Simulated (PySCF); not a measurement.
**CH7BNP: a look at the electrons**

Aim: take CH7BNP and analyse its density (charges, bond critical points, surface potential), compute its lowest excited states, pull one bond apart with RHF, UHF and CASSCF and see where an electron leaves and enters.

Method: levels as typed in each script, gas phase, geometry from GFN2-xTB; program: PySCF 2.14.0.

## 1. The starting structure

SMILES `CB(N)P`, 11 atoms, charge 0, spin multiplicity 1.

Bond lengths: C1–B2 1.584 Å, C1–H5 1.089 Å, C1–H6 1.090 Å, C1–H7 1.088 Å, B2–N3 1.382 Å, B2–P4 1.924 Å, N3–H8 1.007 Å, N3–H9 1.007 Å, P4–H10 1.383 Å, P4–H11 1.386 Å. Angles: B2–C1–H5 111.2°, B2–C1–H6 110.9°, B2–C1–H7 113.0°, H5–C1–H6 106.2°, H5–C1–H7 107.8°, H6–C1–H7 107.3°, C1–B2–N3 120.7°, C1–B2–P4 120.6°, N3–B2–P4 118.7°, B2–N3–H8 123.9°, B2–N3–H9 123.4°, H8–N3–H9 112.6°, B2–P4–H10 96.9°, B2–P4–H11 96.8°, H10–P4–H11 93.2°.

Coordinates:

```
C     1.4139    1.1776    0.0045
B     0.4616   -0.0885    0.0003
N     0.9878   -1.3668    0.0096
P    -1.4476    0.1237   -0.1164
H     1.1258    1.8896   -0.7675
H     1.3470    1.7116    0.9519
H     2.4607    0.9235   -0.1509
H     0.4296   -2.2049   -0.0132
H     1.9763   -1.5602    0.0127
H    -1.5540    1.1638    0.7889
H    -1.7781   -0.8345    0.8288
```

## 2. Density, bond paths and surface potential (B3LYP/def2-svpd)

input.py reads:

```python
import numpy as np
from pyscf import gto, scf, dft
from pyscf.scf import atom_ks, atom_hf
from scipy.linalg import block_diag

def solve(mol, dm0=None, hcore=None):
    mf = (dft.UKS if mol.spin else dft.RKS)(mol, xc='b3lyp')
    mf.grids.level = 3
    mf = mf.density_fit(auxbasis='def2-universal-jkfit')
    mf.conv_tol, mf.max_cycle = 1e-8, 80
    if hcore is not None:
        mf.get_hcore = lambda *args: hcore
    mf.kernel(dm0)
    if not mf.converged:
        mf = mf.newton().run(mf.mo_coeff, mf.mo_occ, max_cycle=30)
    assert mf.converged, 'SCF not converged'
    return mf

mol = gto.M(atom='''
C      1.41392     1.17764     0.00454
B      0.46162    -0.08848     0.00026
N      0.98779    -1.36681     0.00959
P     -1.44756     0.12369    -0.11642
H      1.12584     1.88955    -0.76746
H      1.34703     1.71164     0.95191
H      2.46069     0.92350    -0.15090
H      0.42956    -2.20489    -0.01325
H      1.97628    -1.56019     0.01267
H     -1.55399     1.16383     0.78887
H     -1.77815    -0.83450     0.82878
''', basis='def2-svpd', charge=0, spin=0, verbose=4)
mf = solve(mol)
mf.analyze()
# spherically averaged free atoms, for the promolecule
atm = atom_ks.get_atm_nrks(mol, xc='b3lyp')
pro = block_diag(*[(atm[a[0]][2] * atm[a[0]][3]) @ atm[a[0]][2].T for a in mol._atom])
np.savez('result.npz', e=mf.e_tot, c=mf.mo_coeff, occ=mf.mo_occ, eps=mf.mo_energy, pro=pro, dip=mf.dip_moment(verbose=0), s2=mf.spin_square()[0])
```

On the command line:

```sh
$ OMP_NUM_THREADS=1 python input.py
```

## 4. Excited states (B3LYP/def2-svpd)

Edit input.py of step 2 so:

```diff
@@ -1,3 +1,3 @@
 import numpy as np
-from pyscf import gto, scf, dft
+from pyscf import gto, scf, dft, tdscf
 from pyscf.scf import atom_ks, atom_hf
@@ -32,3 +32,9 @@
 mf = solve(mol)
-mf.analyze()
+td = mf.TDDFT()
+td.nstates, td.singlet, td.conv_tol = 5, True, 1e-5
+td.kernel()
+td.analyze()
+x, y = np.array([p[0] for p in td.xy]), np.array([p[1] + 0 * p[0] for p in td.xy])
+f, mu = td.oscillator_strength(), td.transition_dipole()
+nto = [td.get_nto(state=i + 1, verbose=4) for i in range(len(td.e))]
 # spherically averaged free atoms, for the promolecule
@@ -36,2 +42,2 @@
 pro = block_diag(*[(atm[a[0]][2] * atm[a[0]][3]) @ atm[a[0]][2].T for a in mol._atom])
-np.savez('result.npz', e=mf.e_tot, c=mf.mo_coeff, occ=mf.mo_occ, eps=mf.mo_energy, pro=pro, dip=mf.dip_moment(verbose=0), s2=mf.spin_square()[0])
+np.savez('result.npz', e=td.e, f=f, ok=td.converged, w=[n[0] for n in nto], nto=[n[1] for n in nto], x=x, y=y, c=mf.mo_coeff, occ=mf.mo_occ, eps=mf.mo_energy, pro=pro, mu=mu)
```

## 6. Stretching a bond (6-31g*)

input.py reads:

```python
import numpy as np
from pyscf import gto, scf, mcscf

mol = gto.M(atom='''
C      1.41392     1.17764     0.00454
B      0.46162    -0.08848     0.00026
N      0.98779    -1.36681     0.00959
P     -1.44756     0.12369    -0.11642
H      1.12584     1.88955    -0.76746
H      1.34703     1.71164     0.95191
H      2.46069     0.92350    -0.15090
H      0.42956    -2.20489    -0.01325
H      1.97628    -1.56019     0.01267
H     -1.55399     1.16383     0.78887
H     -1.77815    -0.83450     0.82878
''', basis='6-31g*', charge=0, spin=0, verbose=4)
# stretch the bond between atoms 2 and 3, from long to short, fragments rigid
a, b, move = 1, 2, [2, 7, 8]
xyz = mol.atom_coords(unit='Angstrom')
u = xyz[b] - xyz[a]
r0 = np.linalg.norm(u)
rows, last, dm_u = [], None, None
for r in [4.34, 3.41, 2.79, 2.4, 2.09, 1.86, 1.7, 1.55, 1.43]:
    new = xyz.copy()
    new[move] += u / r0 * (r - r0)
    m = mol.set_geom_(new, unit='Angstrom', inplace=False)
    rhf = scf.RHF(m).density_fit(auxbasis='def2-universal-jkfit').run()
    uhf = scf.UHF(m).density_fit(auxbasis='def2-universal-jkfit').newton()
    if dm_u is None:
        c = rhf.mo_coeff
        h = m.nelectron // 2 - 1
        ca, cb = c.copy(), c.copy()
        ca[:, h], cb[:, h] = (c[:, h] + c[:, h + 1]) / 2**.5, (c[:, h] - c[:, h + 1]) / 2**.5
        dm_u = np.array([x[:, :h + 1] @ x[:, :h + 1].T for x in (ca, cb)])
    uhf.kernel(dm0=dm_u)
    for _ in range(3):
        c, _, stable, _ = uhf.stability(return_status=True)
        if stable:
            break
        uhf.kernel(c, uhf.mo_occ)
    dm_u = uhf.make_rdm1()
    mc = mcscf.CASSCF(rhf, 2, 2)
    mc.natorb = True
    mc.fix_spin_(ss=0)
    guess = mcscf.addons.make_natural_orbitals(uhf)[1] if last is None else mcscf.project_init_guess(mc, last.mo_coeff, last.mol)
    mc.kernel(guess)
    last = mc
    act = slice(mc.ncore, mc.ncore + mc.ncas)
    print('r %.3f  RHF %.6f  UHF %.6f  <S^2> %.3f  CASSCF %.6f  occupations' % (r, rhf.e_tot, uhf.e_tot, uhf.spin_square()[0], mc.e_tot), mc.mo_occ[act].round(4))
    rows.append((new, rhf.e_tot, uhf.e_tot, uhf.spin_square()[0], mc.e_tot, mc.mo_occ[act], mc.mo_coeff[:, act], dm_u[0] - dm_u[1], rhf.converged and uhf.converged and mc.converged))
    np.savez('result.npz', **{k: [row[i] for row in rows] for i, k in enumerate('xyz rhf uhf s2 cas occ c spin ok'.split())})
```

## 8. Removing and adding an electron (B3LYP/def2-svpd)

input.py reads:

```python
import numpy as np
from pyscf import gto, scf, dft
from pyscf.scf import atom_ks, atom_hf
from scipy.linalg import block_diag

def solve(mol, dm0=None, hcore=None):
    mf = (dft.UKS if mol.spin else dft.RKS)(mol, xc='b3lyp')
    mf.grids.level = 3
    mf = mf.density_fit(auxbasis='def2-universal-jkfit')
    mf.conv_tol, mf.max_cycle = 1e-8, 80
    if hcore is not None:
        mf.get_hcore = lambda *args: hcore
    mf.kernel(dm0)
    if not mf.converged:
        mf = mf.newton().run(mf.mo_coeff, mf.mo_occ, max_cycle=30)
    assert mf.converged, 'SCF not converged'
    return mf

mol = gto.M(atom='''
C      1.41392     1.17764     0.00454
B      0.46162    -0.08848     0.00026
N      0.98779    -1.36681     0.00959
P     -1.44756     0.12369    -0.11642
H      1.12584     1.88955    -0.76746
H      1.34703     1.71164     0.95191
H      2.46069     0.92350    -0.15090
H      0.42956    -2.20489    -0.01325
H      1.97628    -1.56019     0.01267
H     -1.55399     1.16383     0.78887
H     -1.77815    -0.83450     0.82878
''', basis='def2-svpd', charge=0, spin=0, verbose=4)
mf = solve(mol)
out = dict(e0=mf.e_tot, dm0=mf.make_rdm1(), c=mf.mo_coeff, occ=mf.mo_occ, eps=mf.mo_energy)
for name, dq, spin in [('cation', 1, 1), ('anion', -1, 1)]:
    ion = mol.copy().set(charge=mol.charge + dq, spin=spin).build()
    mi = solve(ion)
    if spin and dq > 0 and mol.nao < 130:
        c, _, stable, _ = mi.stability(return_status=True)
        if not stable:
            mi = solve(ion, mi.make_rdm1(c, mi.mo_occ))
    print(name, 'vertical energy change / eV', (mi.e_tot - mf.e_tot) * 27.211386)
    out.update({'e_' + name: mi.e_tot, 'dm_' + name: mi.make_rdm1(), 's2_' + name: mi.spin_square()[0], 'eps_' + name: mi.mo_energy, 'occ_' + name: mi.mo_occ})
# spherically averaged free atoms, for the promolecule
atm = atom_ks.get_atm_nrks(mol, xc='b3lyp')
pro = block_diag(*[(atm[a[0]][2] * atm[a[0]][3]) @ atm[a[0]][2].T for a in mol._atom])
np.savez('result.npz', pro=pro, **out)
```

(Steps that only read results are left out.)

Q: Predict the outcome of this session. Wanted: dipole moment; HOMO, LUMO; lowest singlet excitation; vertical ionisation energy.

The runs gave:

```
                                    quantity            value
             dipole moment (B3LYP/def2-svpd)           2.20 D
                HOMO, LUMO (B3LYP/def2-svpd)  -6.70, -0.14 eV
 lowest singlet excitation (B3LYP/def2-svpd)          5.72 eV
vertical ionisation energy (B3LYP/def2-svpd)          9.09 eV
```

What this shows: At B3LYP/def2-svpd: The highest Hirshfeld charge is on H9 (+0.12 e), the lowest on N3 (−0.21 e). The ionisation energy from two SCF runs, 9.09 eV, lies 2.4 eV above −ε(HOMO) = 6.70 eV of the same level, B3LYP/def2-svpd, since self-interaction lifts this functional's HOMO. All values hold at the given geometry, in the gas phase.
